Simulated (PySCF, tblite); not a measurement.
**C₈H₁₄Si: geometry, infrared bands and NMR shifts**

What infrared bands and NMR shifts should C₈H₁₄Si (`[SiH3]C[C@@H]1C[C@@H]2C=C[C@H]1C2`) show?

Programs: tblite 0.8.0 and PySCF 2.14.0, with density-fitted response routines of our own. Each step states its level of theory. These are calculated values for one molecule in the gas phase, unless marked as measured. Atoms are numbered from 0 throughout.

## Step 1: The starting structure

23 atoms, charge 0, multiplicity 1; geometry from: force field or distance geometry start.

Bonds of the start (Å): Si0–C1 1.89, C1–C2 1.46, C2–C3 1.51, C3–C4 1.52, C4–C5 1.52, C5–C6 1.34, C6–C7 1.51, C7–C8 1.52, C7–C2 1.52, C8–C4 1.54, Si0–H9 1.44, Si0–H10 1.49, Si0–H11 1.47, C1–H12 1.12, C1–H13 1.10, C2–H14 1.11, C3–H15 1.13, C3–H16 1.10, C4–H17 1.06, C5–H18 1.08, C6–H19 1.08, C7–H20 1.07, C8–H21 1.11, C8–H22 1.10.

## Step 2: Geometry optimisation with GFN2-xTB

What the job is given:

```
{"job": {"kind": "relax", "xc": "GFN2-xTB", "basis": "xTB"}, "charge": 0, "multiplicity": 1}
Si     2.916700     0.347900    -0.222100
C      1.566800    -0.949300    -0.486700
C      0.381300    -0.454500     0.211500
C     -0.866600    -1.303200     0.153100
C     -1.961800    -0.276200     0.373900
C     -2.286700     0.177200    -1.041400
C     -1.114100     0.662700    -1.484900
C     -0.179100     0.856900    -0.310800
C     -1.225700     1.010400     0.782000
H      4.223700    -0.151300    -0.570300
H      2.891700     0.638300     1.238100
H      2.525600     1.596000    -0.888800
H      1.927900    -1.872700     0.036400
H      1.473200    -1.109900    -1.570700
H      0.604100    -0.302100     1.291700
H     -0.888700    -2.116800     0.932900
H     -0.944400    -1.692700    -0.867700
H     -2.792800    -0.558300     0.967000
H     -3.236200     0.122700    -1.547100
H     -0.919300     0.863100    -2.526700
H      0.499100     1.677900    -0.425900
H     -1.862100     1.911100     0.642000
H     -0.737400     0.949800     1.761100
```

Run with:

```
> OMP_NUM_THREADS=1 python probes_run.py task.json out
```

The driver reads the jobs from task.json and runs them one after another.

**Question.** This job is followed by: GFN2-xTB harmonic vibrations, gas phase; GIAO PBE0/pcSseg-1 NMR shielding, non-relativistic, gas phase. What will the session give for the following? strongest single infrared mode (GFN2-xTB); zero-point energy (GFN2-xTB); 13C shifts against TMS (PBE0/pcSseg-1); 1H shifts against TMS (PBE0/pcSseg-1, means over atoms taken as alike); 29Si shifts against TMS (PBE0/pcSseg-1).

As calculated:

| quantity | value |
| --- | --- |
| strongest single infrared mode (GFN2-xTB) | 2255 cm⁻¹, 431 km/mol |
| zero-point energy (GFN2-xTB) | 120.7 kcal/mol |
| 13C shifts against TMS (PBE0/pcSseg-1) | 146.4, 141.2, 54.6, 48.2, 46.5, 39.5, 39.2, 17.6 ppm |
| 1H shifts against TMS (PBE0/pcSseg-1, means over atoms taken as alike) | 6.54, 6.35, 3.83, 2.68, 2.68, 2.16, 2.09, 1.60, 1.26, 0.93, 0.61, 0.43 ppm |
| 29Si shifts against TMS (PBE0/pcSseg-1) | -75.1 ppm |

In words: Relaxing lowered the energy by 1.124 eV in 95 steps; the close pair that moved most is C1–C2, from 1.462 to 1.524 Å. All 63 modes are real, so the xTB geometry is a minimum. The strongest single mode, at 2255 cm⁻¹, moves mainly H9. GFN2-xTB is a fitted tight-binding method: band positions and strengths are rough. Its intensities can rank the bands wrongly.
